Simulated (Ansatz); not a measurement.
**Zirconium, omega (AlB2-type) under m-r²SCAN: from relaxation to bulk modulus**

Aim: take zirconium in the omega (AlB2-type) structure, relax it, solve it on a dense k-mesh, then scale the cell to 7 volumes from 88 to 112 % of the relaxed one and try a fit of the equation of state. The start is ferromagnetic. The k-meshes are 7×7×10 for the relaxation; 10×10×13 for the dense run; 8×8×11 for the volumes.

Method: DFT m-r2SCAN, plane waves (500 eV) with PAW, scalar-relativistic; PBE-made PAW files; m-r²SCAN is r²SCAN on the gauge-invariant kinetic-energy density, in Ansatz 0.2.0.

## 1. The starting structure

The structure is hexagonal, space group P6/mmm (No. 191). The conventional cell has a = 5.086 Å, b = 5.086 Å, c = 3.118 Å, α = 90.00°, β = 90.00°, γ = 120.00°. Zr (site symmetry 6/mmm) is surrounded by 14 Zr at 3.12 to 3.32 Å. Around Zr (site symmetry -6m2) lie 11 Zr at 2.94 to 3.32 Å.

As a file:

```
CELL_PARAMETERS angstrom
5.08599 0.00000 0.00000
-2.54300 4.40460 0.00000
0.00000 0.00000 3.11771
ATOMIC_POSITIONS crystal
Zr 0.00000 0.00000 0.00000
Zr 0.33333 0.66667 0.50000
Zr 0.66667 0.33333 0.50000
```

The atoms start with moments of +1 ×3 μB.

## 2. Relaxing cell and atoms

File input.yaml:

```yaml
crystal:
  lattice:
    - [5.085992629, 0.0, 0.0]
    - [-2.5429963145, 4.4045988202, 0.0]
    - [0.0, 0.0, 3.1177134816]
  atoms:
    - { symbol: Zr, position: [0.0, 0.0, 0.0], spin: 1.0 }
    - { symbol: Zr, position: [0.3333333333, 0.6666666667, 0.5], spin: 1.0 }
    - { symbol: Zr, position: [0.6666666667, 0.3333333333, 0.5], spin: 1.0 }
hamiltonian:
  xc: mr2scan
  pseudopotentials:
    kind: paw
    azcp:
      Zr: "pseudopotentials/Zr.paw.azcp"
basis:
  ecutwfc: 500
  fft_grid_basis: typed
kpoints:
  mp_grid: { grid: [7, 7, 10], shift: [0, 0, 0] }
magnetization:
  spin_polarized: true
scf:
  occupations: { method: fermi_dirac, width: 0.05 }
relax:
  max_steps: 60
  f_tol: 0.01
  cell: {}
output:
  write_density: true
  write_potential: true
  elf: true
  volumetric_format: npy
```

Started as:

```bash
$ ansatz run input.yaml --threads 2 --pin off --max-ram 6144MiB --backend cpu --events-out ev --progress --plain --runs-dir out
```

Further steps of the session: The energy on a finer k-mesh; At 88 % of the relaxed volume; At 92 % of the relaxed volume; At 96 % of the relaxed volume; At 100 % of the relaxed volume; At 104 % of the relaxed volume; At 108 % of the relaxed volume; At 112 % of the relaxed volume.

Before running it: what results should come out? Wanted: space group; conventional cell; volume; shortest distance; gap on the mesh; magnetic state; relative to hcp; V₀, B₀, B₀′.

The runs gave:

| quantity | value |
| --- | --- |
| space group (spins left aside) | P6/mmm (No. 191) |
| conventional cell | a = 5.040 Å, c = 3.154 Å (c/a = 0.626) |
| volume | 23.133 Å³/atom |
| shortest distance | 2.910 Å |
| gap on the mesh | none (levels filled in part) |
| magnetic state | non-magnetic |
| relative to hcp | -13 meV/atom |
| V₀, B₀, B₀′ | 23.142 Å³/atom, 97 GPa, 3.3 |

**Reading.** The relaxation shrank the cell by 0.6 % in volume. It lies 13 meV/atom below the element's reference form at the same level (hcp, from a run of its own), so this level prefers it, against what is seen in nature. The starting moments do not survive. Levels at the Fermi energy are filled in part, as in a metal. The fitted modulus is 97 GPa; letting shape and positions relax at each volume could only lower it. The symmetry was held, so the structure may be unstable against distortions that break it.
